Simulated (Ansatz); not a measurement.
# RuH (doublet): geometry optimisation

Where does this start of RuH (doublet) end when it is relaxed?

The runs use Ansatz 0.2.0, Gaussian basis; UKS PBE0/def2-TZVP.

**1. The system as given**

2 atoms, charge 0, spin multiplicity 2.

Atoms are counted from 1 here; the program's logs count them from 0.

Bond lengths: Ru1–H2 1.760 Å.

As a file:

```tsv
atom	x (Å)	y (Å)	z (Å)
Ru1	0.00000	0.00000	0.00000
H2	0.00000	0.00000	1.76000
```

The start is set by covalent radii. Sticks and bond lists go by distance. No spin-orbit coupling is included. Elements past krypton take def2 core potentials.

**2. Relaxation**

in.yaml

```yaml
crystal:
  periodic: [false, false, false]
  atoms:
    - {symbol: Ru, position_ang: [0.000000, 0.000000, 0.000000]}
    - {symbol: H, position_ang: [0.000000, 0.000000, 1.760000]}
basis:
  gaussian: {orbitals: def2-TZVP}
magnetization: {spin_polarized: true, initial_magnetization: 1}
hamiltonian: {xc: pbe0}
relax: {f_tol: 0.004, max_steps: 80}
```

Started as:

```bash
ansatz run in.yaml --threads 1 --pin off --events-out ev --progress --plain --max-ram 2176MiB
```

**Question.** What will these runs give? Wanted: energy gained; shift from the start; total energy; dipole moment; ⟨S²⟩.

The runs gave:

| quantity | value |
| --- | --- |
| steps | 4 |
| energy gained | 0.182 eV |
| shift from the start (rms) | 0.089 Å |
| total energy | -2595.0951 eV |
| dipole moment | 2.30 D |
| ⟨S²⟩ | 1.696 |

What this shows: The bonds of the start are those of the end. Ru1–H2 went from 1.760 to 1.582 Å. The determinant is spin-contaminated (excess 0.95). No vibrations were run, so this is a stationary point, not a proven minimum, and this spin need not be the ground state's.
